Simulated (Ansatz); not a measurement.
# Alloy of GaAs and GaSb (28 of 32 As sites exchanged), 64 atoms

Wanted: the relaxed alloy cell and its gap (PBEsol and r²SCAN).

Program: Ansatz 0.2.0, PAW, plane waves. These are calculated values, not measurements.

## (1) The starting cell

64 atoms (32 Ga, 28 Sb, 4 As); a = 12.118 Å, b = 12.118 Å, c = 12.118 Å, α = 90.00°, β = 90.00°, γ = 90.00°. All atoms were shaken off their sites by about 0.02 Å along each axis.

The runs, in order: (2) PBEsol cell relaxation at the single k point (¼, ¼, ¼), on 1 × NVIDIA H100 80GB HBM3 with 4 threads of AMD EPYC 7R13; (3) r²SCAN single point at the single k point (¼, ¼, ¼), on 1 × NVIDIA H100 80GB HBM3 with 4 threads of AMD EPYC 7R13.

## (2) Relaxing cell and atoms with PBEsol

Contents of in.yaml:

```yaml
crystal:
  lattice:
    - [12.117973, 0.000000, 0.000000]
    - [0.000000, 12.117973, 0.000000]
    - [0.000000, 0.000000, 12.117973]
  atoms:
    - { symbol: Ga, position: [0.999601, 0.002045, 0.998412] }
    - { symbol: Ga, position: [0.996684, 0.998318, 0.499405] }
    - { symbol: Ga, position: [0.001564, 0.498895, 0.999692] }
    - { symbol: Ga, position: [0.998388, 0.497861, 0.499456] }
    - { symbol: Ga, position: [0.499165, 0.999750, 0.002431] }
    - { symbol: Ga, position: [0.497509, 0.999370, 0.497812] }
    - { symbol: Ga, position: [0.499769, 0.497918, 0.995815] }
    - { symbol: Ga, position: [0.500832, 0.500148, 0.502307] }
    - { symbol: Ga, position: [0.250108, 0.251101, 0.001779] }
    - { symbol: Ga, position: [0.250359, 0.251147, 0.501996] }
    - { symbol: Ga, position: [0.248105, 0.751204, 0.998946] }
    - { symbol: Ga, position: [0.245172, 0.748109, 0.500065] }
    - { symbol: Ga, position: [0.750003, 0.248393, 0.998457] }
    - { symbol: Ga, position: [0.747689, 0.250018, 0.501419] }
    - { symbol: Ga, position: [0.746688, 0.748859, 0.999837] }
    - { symbol: Ga, position: [0.749592, 0.750803, 0.500015] }
    - { symbol: Ga, position: [0.251004, 0.001142, 0.249925] }
    - { symbol: Ga, position: [0.249486, 0.996677, 0.750432] }
    - { symbol: Ga, position: [0.251146, 0.498876, 0.249713] }
    - { symbol: Ga, position: [0.249669, 0.499619, 0.749721] }
    - { symbol: Ga, position: [0.750346, 0.002210, 0.249117] }
    - { symbol: Ga, position: [0.751321, 0.999080, 0.747486] }
    - { symbol: Ga, position: [0.750753, 0.501053, 0.248758] }
    - { symbol: Ga, position: [0.754721, 0.501583, 0.751046] }
    - { symbol: Ga, position: [0.996210, 0.247229, 0.248151] }
    - { symbol: Ga, position: [0.000287, 0.250570, 0.752635] }
    - { symbol: Ga, position: [0.998717, 0.749484, 0.249329] }
    - { symbol: Ga, position: [0.002442, 0.749245, 0.749082] }
    - { symbol: Ga, position: [0.500764, 0.251697, 0.250180] }
    - { symbol: Ga, position: [0.500419, 0.248940, 0.751991] }
    - { symbol: Ga, position: [0.501084, 0.750689, 0.249507] }
    - { symbol: Ga, position: [0.500003, 0.750625, 0.750343] }
    - { symbol: Sb, position: [0.127101, 0.122293, 0.122676] }
    - { symbol: Sb, position: [0.126898, 0.124256, 0.626639] }
    - { symbol: Sb, position: [0.125136, 0.625620, 0.123104] }
    - { symbol: Sb, position: [0.125743, 0.623742, 0.627018] }
    - { symbol: Sb, position: [0.622928, 0.126585, 0.623316] }
    - { symbol: Sb, position: [0.623361, 0.622931, 0.125293] }
    - { symbol: Sb, position: [0.624210, 0.623618, 0.625693] }
    - { symbol: Sb, position: [0.376516, 0.376675, 0.127884] }
    - { symbol: Sb, position: [0.374323, 0.371701, 0.627760] }
    - { symbol: Sb, position: [0.374005, 0.878119, 0.622530] }
    - { symbol: Sb, position: [0.872418, 0.378260, 0.127106] }
    - { symbol: Sb, position: [0.873519, 0.376889, 0.623110] }
    - { symbol: Sb, position: [0.874987, 0.875719, 0.122984] }
    - { symbol: Sb, position: [0.874056, 0.875264, 0.625637] }
    - { symbol: Sb, position: [0.373414, 0.124757, 0.374234] }
    - { symbol: Sb, position: [0.374261, 0.624093, 0.373102] }
    - { symbol: Sb, position: [0.375530, 0.625218, 0.879835] }
    - { symbol: Sb, position: [0.875388, 0.126456, 0.374197] }
    - { symbol: Sb, position: [0.874826, 0.125106, 0.871860] }
    - { symbol: Sb, position: [0.875215, 0.626162, 0.372427] }
    - { symbol: Sb, position: [0.874175, 0.624104, 0.875755] }
    - { symbol: Sb, position: [0.123540, 0.374101, 0.370841] }
    - { symbol: Sb, position: [0.124992, 0.375978, 0.873338] }
    - { symbol: Sb, position: [0.126555, 0.871769, 0.375566] }
    - { symbol: Sb, position: [0.122971, 0.872683, 0.875212] }
    - { symbol: Sb, position: [0.624183, 0.376409, 0.376900] }
    - { symbol: Sb, position: [0.625401, 0.372374, 0.875748] }
    - { symbol: Sb, position: [0.622788, 0.875690, 0.377202] }
    - { symbol: As, position: [0.624302, 0.126766, 0.125017] }
    - { symbol: As, position: [0.376211, 0.875307, 0.124011] }
    - { symbol: As, position: [0.376519, 0.125063, 0.875313] }
    - { symbol: As, position: [0.622276, 0.875768, 0.876335] }
  symmetry: { detect: false }
kpoints:
  mp_grid: { grid: [1, 1, 1], shift: [0.25, 0.25, 0.25] }
hamiltonian:
  xc: pbesol
scf:
  occupations: { method: fermi_dirac, width: 0.01 }
relax:
  f_tol: 0.03
  max_steps: 80
  escape_saddle: false
  adjacent_minimum: "off"
  cell: { fix: [shape] }
output:
  forces: true
  eigenvalues: true
  populations: true
```

The run is started by

```
$ ansatz run in.yaml --threads 4 --pin off --max-ram 61750MiB --runs-dir r --events-out ev --progress --plain --backend cuda --devices 0, --max-vram 37GiB
```

Log:

```text
Pseudopotentials: kind: paw
Functional definition: PBEsol
  exchange = pbesol_x
  correlation = pbesol_c
Crystal: 64 atoms, lattice volume = 1779.467 Å³
Basis set: ecut = 420 eV, 34889 PW (Γ), exchange–correlation on 162×162×162 points (8 copies of the dense FFT grid, shifted against one another)
Bands: 538, of which v1, the nominal top of the filled ones, is band 448 counted from 1 (447 counted from 0)
Symmetry: 1 space group operations
k-points: 1
Non-local potential: Ga, projectors of the file, l = 0: 2, l = 1: 2, l = 2: 3, l = 3: 1
Non-local potential: Sb, projectors of the file, l = 0: 2, l = 1: 2, l = 2: 2, l = 3: 2
Non-local potential: As, projectors of the file, l = 0: 2, l = 1: 2, l = 2: 3, l = 3: 1
PAW form: soft (Blöchl's): semilocal exchange-correlation on the pseudo side does not see the compensation charge
PAW frozen core: Ga, regenerated for the run's functional, and the local potential with it (the file was generated under x = pbe(κ = 0.804, μ = 0.2195149727645171), c = pbe(β = 0.06672455060314922))
PAW frozen core: Sb, regenerated for the run's functional, and the local potential with it (the file was generated under x = pbe(κ = 0.804, μ = 0.2195149727645171), c = pbe(β = 0.06672455060314922))
PAW frozen core: As, regenerated for the run's functional, and the local potential with it (the file was generated under x = pbe(κ = 0.804, μ = 0.2195149727645171), c = pbe(β = 0.06672455060314922))
PAW one-centre angular grid: Ga, 590 points (default); XC on 64 Gauss nodes
PAW one-centre angular grid: Sb, 590 points (default); XC on 64 Gauss nodes
PAW one-centre angular grid: As, 590 points (default); XC on 64 Gauss nodes
Initial density: superposition of atomic densities (neutral atoms: chi_scale 0, normalization atom), corrected by the library's trained network
Initial wavefunctions: pseudopotential atomic-orbital guess
Functional: x = pbesol(κ = 0.804, μ = 0.12345679012345678), c = pbesol(β = 0.046)
SCF iter   1: F=—  HF=-318468.478102 eV  |F-HF|=—  |Δ(HF+E_count)|=         —  Δρ=3.47e-3  dr2=2.95e-1  ethr=1.77e-3  ⟨swp⟩=6.0  Hψ=1949  notcnv=0  defer=30
preconditioner: auto → Resta (q_TF=auto, 2.433 Å⁻¹)  ε∞=3.4  [insulator: Δε(μ)=0.730 eV  Ē_g=13.683 eV  σ=0.010 eV  W_gap=1.00  n_scr=460 (ndim 8)  ℏωp=21.1 eV  f_vac=0.091  D(μ)=0.00/eV (n_scr^D=0)  ε∞_Penn≈3.4]
SCF iter   2: F=—  HF=-318468.358789 eV  |F-HF|=—  |Δ(HF+E_count)|=   1.19e-1  Δρ=1.95e-3  dr2=8.12e-2  ethr=3.30e-5  ⟨swp⟩=3.0  Hψ=884  notcnv=0  defer=85
SCF iter   3: F=—  HF=-318468.356239 eV  |F-HF|=—  |Δ(HF+E_count)|=   2.55e-3  Δρ=6.00e-4  dr2=2.52e-2  ethr=9.06e-6  ⟨swp⟩=3.0  Hψ=911  notcnv=0  defer=85
SCF iter   4: F=—  HF=-318468.357204 eV  |F-HF|=—  |Δ(HF+E_count)|=   9.65e-4  Δρ=2.60e-4  dr2=2.00e-3  ethr=2.81e-6  ⟨swp⟩=2.0  Hψ=906  notcnv=0  defer=85
SCF iter   5: F=—  HF=-318468.351970 eV  |F-HF|=—  |Δ(HF+E_count)|=   5.23e-3  Δρ=1.34e-4  dr2=7.59e-4  ethr=2.23e-7  ⟨swp⟩=2.0  Hψ=886  notcnv=0  defer=85
SCF iter   6: F=—  HF=-318468.351910 eV  |F-HF|=—  |Δ(HF+E_count)|=   6.03e-5  Δρ=4.84e-5  dr2=4.60e-5  ethr=8.48e-8  ⟨swp⟩=2.0  Hψ=901  notcnv=0  defer=85
SCF iter   7: F=—  HF=-318468.357946 eV  |F-HF|=—  |Δ(HF+E_count)|=   6.04e-3  Δρ=3.84e-5  dr2=1.72e-5  ethr=5.14e-9  ⟨swp⟩=2.0  Hψ=986  notcnv=0  defer=85
SCF iter   8: F=—  HF=-318468.357940 eV  |F-HF|=—  |Δ(HF+E_count)|=   5.72e-6  Δρ=9.17e-6  dr2=1.50e-6  ethr=1.92e-9  ⟨swp⟩=2.0  Hψ=900  notcnv=0  defer=85
SCF iter   9: F=—  HF=-318468.357941 eV  |F-HF|=—  |Δ(HF+E_count)|=   5.78e-7  Δρ=2.88e-6  dr2=1.47e-7  ethr=1.68e-10  ⟨swp⟩=2.0  Hψ=901  notcnv=0  defer=85
SCF iter  10: F=-318468.357941 eV  HF=-318468.357941 eV  |F-HF|=1.50e-8  |Δ(HF+E_count)|=   1.39e-7  Δρ=9.49e-7  dr2=2.10e-8  ethr=1.12e-11  ⟨swp⟩=12.0  Hψ=3214  notcnv=0
SCF 1 converged in 10 iterations: F = -318468.357941 eV  dr2 = 2.10e-8
relax step   1: F+E_penalty+E_count = -318468.35794117 eV  Δ(F+E_penalty+E_count) = +0.000e0 eV  max|allowed force component| = 9.102e-1 eV/Å  Δτ_max = 0.0000 Å  P = +0.162 GPa  Ω = 1779.467 Å³  fix = [alpha, beta, gamma, b/a, c/a]  reactions: b/a +0.009, c/a -0.004 GPa; alpha +0.673, beta +0.759, gamma +0.731 GPa/rad  (10 SCF iters, dr2 threshold 1.00e-7 eV, accepted)
[... 13 lines left out ...]
relax step   2: F+E_penalty+E_count = -318469.48740392 eV  Δ(F+E_penalty+E_count) = -1.129e0 eV  max|allowed force component| = 3.303e-1 eV/Å  Δτ_max = 0.1949 Å  P = -0.153 GPa  Ω = 1780.608 Å³  energy of the carried Pulay correction = -2.397e-4 eV  fix = [alpha, beta, gamma, b/a, c/a]  reactions: b/a -0.001, c/a -0.002 GPa; alpha +0.724, beta +0.691, gamma +0.713 GPa/rad  (8 SCF iters, dr2 thresh [...]
[... 11 lines left out ...]
relax step   3: F+E_penalty+E_count = -318469.57822262 eV  Δ(F+E_penalty+E_count) = -9.082e-2 eV  max|allowed force component| = 2.012e-2 eV/Å  Δτ_max = 0.0405 Å  P = -0.010 GPa  Ω = 1775.807 Å³  energy of the carried Pulay correction = +7.700e-4 eV  fix = [alpha, beta, gamma, b/a, c/a]  reactions: b/a +0.000, c/a -0.000 GPa; alpha +0.715, beta +0.718, gamma +0.716 GPa/rad  (6 SCF iters, dr2 thres [...]
[... 10 lines left out ...]
relax step   4: F+E_penalty+E_count = -318469.57747601 eV  Δ(F+E_penalty+E_count) = +7.466e-4 eV  max|allowed force component| = 2.011e-2 eV/Å  Δτ_max = 0.0000 Å  P = -0.010 GPa  Ω = 1775.807 Å³  fix = [alpha, beta, gamma, b/a, c/a]  reactions: b/a +0.000, c/a -0.000 GPa; alpha +0.715, beta +0.718, gamma +0.716 GPa/rad  stress off target by 9.96e-3 GPa on what of the cell is left free  SCF on the [...]
SCF converged after 6 iterations
Free energy (F): -318469.577476 eV
Harris-Foulkes:  -318469.577476 eV  (|F-HF|=4.66e-10)
Internal energy: -318469.577476 eV  (E = F + TS)
E sigma→0 (E₀):  -318469.577476 eV
Fermi energy:    7.792354 eV
--- Per-component energies (eV) ---
  E_band       = -8645.137815
  E_kinetic    = 9938.903210
  E_local      = -125677.011824  (includes V_loc(G=0)·N_el)
  E_nonlocal   = 21157.906472
  E_hartree    = 58457.266496
  E_xc         = -6351.629445
  E_vxc        = -4875.640669  (∫ρ·V_xc dr)
  E_paw        = -195562.698830  (= ΣΔE_a)
  E_vpaw       = -26103.820578  (= ΣTr[D̂ρ^β])
  E_aug_tail   = -0.003659  (compensation charges beyond the density's cutoff)
  E_ewald      = -80473.082898
  E_core_change = 40.773001  (= ΣΔE_core)
  E_smearing   = -0.000000  (= −TS)
  E_closure    = -0.000000  (closes the sum)
  Σ components = -318469.577476   (vs F -318469.577476, Δ=0.00e0)
--- Forces (eV/Å), atoms counted from 1 ---
  atom   1  Ga    -0.00571002    -0.00029665     0.00419214
  atom   2  Ga     0.00002886    -0.00034140    -0.00743501
  atom   3  Ga     0.01660015     0.00450103     0.00329289
  atom   4  Ga    -0.00202074    -0.00154480     0.00316186
  atom   5  Ga     0.00000089     0.00891390    -0.00470282
  atom   6  Ga    -0.00360516    -0.00821320     0.00022604
  atom   7  Ga    -0.00458782     0.00622868     0.00871360
  atom   8  Ga     0.00381756     0.00653496    -0.00022888
  atom   9  Ga    -0.00160428     0.00961531    -0.00457526
  atom  10  Ga     0.00117519    -0.00031166     0.00380153
  atom  11  Ga    -0.01061823    -0.01469056     0.00391497
  atom  12  Ga     0.01034973     0.00469897    -0.00438185
  atom  13  Ga     0.00009835     0.00663807    -0.00162530
  atom  14  Ga     0.00089970     0.00072032    -0.00469925
  atom  15  Ga     0.00561825    -0.00282290     0.00253698
  atom  16  Ga     0.00333032    -0.00394172     0.00539717
  atom  17  Ga    -0.00256191     0.00340512     0.01040911
  atom  18  Ga    -0.00848348     0.00428344    -0.00913710
  atom  19  Ga     0.00554656     0.00644456    -0.00120508
  atom  20  Ga    -0.00358070    -0.01356851    -0.00333243
  atom  21  Ga     0.00709642    -0.00043933     0.00642432
  atom  22  Ga     0.00671053     0.01141196    -0.00527626
  atom  23  Ga    -0.00826446    -0.00331175     0.00534462
  atom  24  Ga    -0.00655019     0.00777276     0.00575250
  atom  25  Ga    -0.00347482     0.00215936     0.01251282
  atom  26  Ga     0.01088464    -0.00227862     0.00171988
  atom  27  Ga     0.00553311    -0.00069256     0.00203762
  atom  28  Ga    -0.00814911     0.00020981     0.00523937
  atom  29  Ga    -0.00677657     0.00973742    -0.00550142
  atom  30  Ga    -0.00098906     0.00641815    -0.00857271
  atom  31  Ga     0.00087264    -0.00403800     0.00031567
  atom  32  Ga    -0.00431148    -0.00677723    -0.01204636
  atom  33  Sb     0.00277067     0.00543891     0.00262572
  atom  34  Sb     0.00533255    -0.00181961     0.00844073
  atom  35  Sb    -0.00186441     0.00174900    -0.00582095
  atom  36  Sb     0.00330128     0.00188390    -0.00157665
  atom  37  Sb     0.00199620     0.00794658     0.00449783
  atom  38  Sb     0.01484011     0.00343680     0.00149903
  atom  39  Sb    -0.00029659    -0.00537195     0.00738271
  atom  40  Sb     0.00124344     0.00062324     0.00346013
  atom  41  Sb    -0.00797199    -0.00125247     0.00107500
  atom  42  Sb    -0.00757125     0.00422971     0.00985759
  atom  43  Sb     0.00634143     0.00892995    -0.00557621
  atom  44  Sb    -0.00167449    -0.00697827     0.00958888
  atom  45  Sb    -0.00806176     0.00122608    -0.00261638
  atom  46  Sb    -0.00232963     0.00149723     0.00016347
  atom  47  Sb    -0.00432653    -0.00932862    -0.00317797
  atom  48  Sb    -0.00838435    -0.00623644    -0.00378401
  atom  49  Sb     0.00601997     0.00170031     0.00536448
  atom  50  Sb    -0.00314558    -0.01532950    -0.00472466
  atom  51  Sb    -0.00672986    -0.00038301    -0.00750980
  atom  52  Sb    -0.00421456    -0.00880390    -0.00649546
  atom  53  Sb     0.00151381    -0.00253365    -0.00836613
  atom  54  Sb    -0.00116267    -0.00619095     0.00358185
  atom  55  Sb    -0.00305598     0.00014308     0.00282979
  atom  56  Sb    -0.01124966     0.00714910     0.00426178
  atom  57  Sb     0.00738375     0.00527912    -0.00060879
  atom  58  Sb    -0.00008417    -0.01184364    -0.00199863
  atom  59  Sb     0.02010981    -0.00132414    -0.01716324
  atom  60  Sb    -0.00616409    -0.00675404     0.00149860
  atom  61  As    -0.00640680    -0.00662422    -0.01970557
  atom  62  As     0.00774012     0.01589987    -0.01025759
  atom  63  As     0.01591946    -0.01785328     0.00662898
  atom  64  As    -0.00709234     0.00507004     0.01434952
  max |Σ_I F_I| component: 2.57e-6 eV/Å
--- Stress (GPa, compression-positive) ---
       -0.009804      -0.715764      -0.717762
       -0.715764      -0.009697      -0.715179
       -0.717762      -0.715179      -0.010387
  P = ⅓ Tr σ = -0.0100 GPa (-0.100 kbar)
--- Band table (eV) ---
  k-point 0: bands = [... 436 lower levels ..., "6.4371", "6.4378", "6.5219", "6.5225", "6.5825", "6.6651", "6.6663", "6.9388", "6.9394", "7.0141", "7.4471", "7.4476", "8.1304", "8.6372", "8.8008", "8.8014", "8.8075", "9.0434", "9.0442", "9.0938", "9.1712", "9.1818", "9.1832", "9.2100", ... 78 higher levels ...]
--- Relaxed structure (3 steps of the walk, 3 accepted, 1 SCFs on fresh bases) ---
  F+E_penalty+E_count = -318469.57747601 eV   max|allowed force component| = 2.011e-2 eV/Å   (the final SCF, on the basis selected at the relaxed cell)
  cell:  # Å, volume = 1775.8072 Å³
    - [12.109659667194482, 1.5458981414601997e-143, 1.197917686318839e-143]
    - [1.5458981414601997e-143, 12.109659667194482, -6.115035512111335e-144]
    - [1.197917686318839e-143, -6.115035512111335e-144, 12.109659667194482]
  atoms:
    - { symbol: Ga, position: [0.9992423248218114, -0.00023923211462338075, 0.9994318956378054] }
    - { symbol: Ga, position: [1.0000140149405992, 0.9999437831898866, 0.5001051414677236] }
[... 62 atoms left out; the next input holds them all, rounded ...]
--- Löwdin populations: 64 sites ---
  site symbol       q [e]
     0     Ga     13.3215
     1     Ga     13.3015
     2     Ga     13.3013
     3     Ga     13.3161
     4     Ga     12.9471
     5     Ga     13.3215
     6     Ga     13.3215
     7     Ga     13.3019
     8     Ga     13.2176
     9     Ga     13.3103
    10     Ga     13.2187
    11     Ga     13.3101
    12     Ga     13.2160
    13     Ga     13.3124
    14     Ga     13.2174
    15     Ga     13.3106
    16     Ga     13.2174
    17     Ga     13.2187
    18     Ga     13.3107
    19     Ga     13.3100
    20     Ga     13.2163
    21     Ga     13.2172
    22     Ga     13.3124
    23     Ga     13.3101
    24     Ga     13.3126
    25     Ga     13.3103
    26     Ga     13.3107
    27     Ga     13.3099
    28     Ga     13.2162
    29     Ga     13.2172
    30     Ga     13.2176
    31     Ga     13.2189
    32     Sb     14.6566
    33     Sb     14.6549
    34     Sb     14.6553
    35     Sb     14.6441
    36     Sb     14.6570
    37     Sb     14.6573
    38     Sb     14.6548
    39     Sb     14.6580
    40     Sb     14.6547
    41     Sb     14.6590
    42     Sb     14.6550
    43     Sb     14.6435
    44     Sb     14.6577
    45     Sb     14.6544
    46     Sb     14.6576
    47     Sb     14.6546
    48     Sb     14.6582
    49     Sb     14.6556
    50     Sb     14.6576
    51     Sb     14.6433
    52     Sb     14.6548
    53     Sb     14.6435
    54     Sb     14.6551
    55     Sb     14.6546
    56     Sb     14.6584
    57     Sb     14.6553
    58     Sb     14.6575
    59     Sb     14.6572
    60     As     14.9820
    61     As     14.9807
    62     As     14.9810
    63     As     14.9807
  spilling = 0.001427 (of n_electrons = 896.000000)
```

It took 36 s on 1 × NVIDIA H100 80GB HBM3 with 4 threads of AMD EPYC 7R13, shared host; peak host memory 1.6 GiB.

Step by step (solves on a freshly chosen basis count as rows, and their energies jump a little):

```
accepted step  energy change (eV)  largest force component (eV/Å)  SCF cycles  pressure (GPa)
            1               0.000                           0.910          10            0.16
            2              -1.129                           0.330           8           -0.15
            3              -1.220                           0.020           6           -0.01
            4              -1.220                           0.020           6           -0.01
```

Largest shifts, less the median shift:

| atom | shift (Å) | dx | dy | dz |
| --- | --- | --- | --- | --- |
| Ga22 | 0.189 | -0.116 | -0.082 | 0.125 |
| Ga9 | 0.180 | 0.086 | -0.123 | -0.100 |
| Ga18 | 0.168 | 0.098 | 0.107 | 0.084 |
| Ga29 | 0.167 | 0.069 | -0.121 | -0.093 |
| Ga17 | 0.165 | 0.083 | -0.104 | -0.098 |
| Ga13 | 0.165 | -0.101 | -0.087 | 0.097 |
| Ga11 | 0.159 | 0.111 | 0.070 | 0.090 |
| Ga30 | 0.153 | -0.090 | -0.100 | 0.073 |

|  | before | after | change |
| --- | --- | --- | --- |
| a (Å) | 12.118 | 12.110 | -0.07 % |
| b (Å) | 12.118 | 12.110 | -0.07 % |
| c (Å) | 12.118 | 12.110 | -0.07 % |
| volume (Å³/atom) | 27.804 | 27.747 | -0.21 % |

Bonds in the relaxed cell, counted within a distance cut:

```
 pair  count  mean (Å)  spread (Å)  least   most
As–Ga     16     2.505       0.021  2.493  2.542
Ga–Sb    112     2.639       0.012  2.619  2.657
```

At the single k point (¼, ¼, ¼) the filled levels end at 7.448 eV and the empty ones begin at 8.130 eV, a spacing of 0.68 eV.

[end of part 1 of 2]
